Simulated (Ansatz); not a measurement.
**WS3: one candidate of a structure search**

Aim: relax a trial structure of WS3 and see where it ends.

Computed with Ansatz 0.2.0 (DFT PBE, scalar-relativistic, plane waves, PAW, unless a step's input says otherwise).

**1. The starting structure**

The structure is tetragonal, space group P4mm (No. 99). The conventional cell has a = 4.800 Å, b = 4.800 Å, c = 4.800 Å, α = 90.00°, β = 90.00°, γ = 90.00°. Around W (site symmetry 4mm) lie 6 S at 2.27 to 2.53 Å. S (site symmetry 2mm) is surrounded by 2 W at 2.40 Å. S (site symmetry 4mm) has 2 W at 2.27 to 2.53 Å as nearest neighbours.

As a file:

```cif
data_structure
_symmetry_space_group_name_H-M 'P 1'
_symmetry_Int_Tables_number 1
_cell_length_a 4.8000
_cell_length_b 4.8000
_cell_length_c 4.8000
_cell_angle_alpha 90.000
_cell_angle_beta 90.000
_cell_angle_gamma 90.000
_cell_volume 110.59
loop_
_atom_site_label
_atom_site_type_symbol
_atom_site_fract_x
_atom_site_fract_y
_atom_site_fract_z
_atom_site_occupancy
W1 W 0.00000 0.00000 0.97298 1
S1 S 0.00000 0.50000 0.00000 1
S2 S 0.50000 0.00000 0.00000 1
S3 S 0.00000 0.00000 0.50000 1
```

A structure generator made this guess: perovskite family, tilts a0a0a0, polar shift along [001] (P4mm, No. 99). Its size is a rough estimate.

**2. Probe: one point on a coarse mesh**

The input, input.yaml:

```yaml
crystal:
  lattice:
    - [4.8, 0.0, 0.0]
    - [0.0, 4.8, 0.0]
    - [0.0, 0.0, 4.8]
  atoms:
    - { symbol: W, position: [0.0, 0.0, 0.97297761] }
    - { symbol: S, position: [0.0, 0.5, 0.0] }
    - { symbol: S, position: [0.5, 0.0, 0.0] }
    - { symbol: S, position: [0.0, 0.0, 0.5] }
basis:
  ecutwfc: 420
kpoints:
  mp_grid: { grid: [4, 4, 4] }
hamiltonian:
  xc: pbe
scf:
  occupations: { method: gaussian, width: 0.1 }
  lower_state_search: "off"
output:
  forces: true
  stress: true
  eigenvalues: true
```

Launch:

```console
> ansatz run input.yaml --threads 1 --pin off --max-ram 2048MiB --backend cpu --events-out ev --progress --plain --runs-dir out
```

The session goes on with these runs: rough relaxation on the coarse mesh; final relaxation.

Q: Predict the outcome of this session. Wanted: conventional cell; volume; energy over the elements; gap on the mesh.

**Answer**, as computed:

| quantity | value |
| --- | --- |
| symmetry at the end (tolerance 0.05 Å) | space group Pm-3m (No. 221) |
| conventional cell | a = 4.683 Å, b = 4.683 Å, c = 4.683 Å, α = 90.00°, β = 90.00°, γ = 90.00° |
| volume | 25.67 Å³/atom |
| energy over the elements | -0.03 eV/atom |
| gap on the mesh | none (metal) |

The symmetry goes from space group P4mm (No. 99) to space group Pm-3m (No. 221), and the volume per atom shrinks by 7.2 % from the first guess. The formation energy of this structure is too near zero to say whether it is bound against the elements. No finished test with a distortion of lower symmetry is shown, so the end may be a saddle point. The runs treat W without spin-orbit coupling.
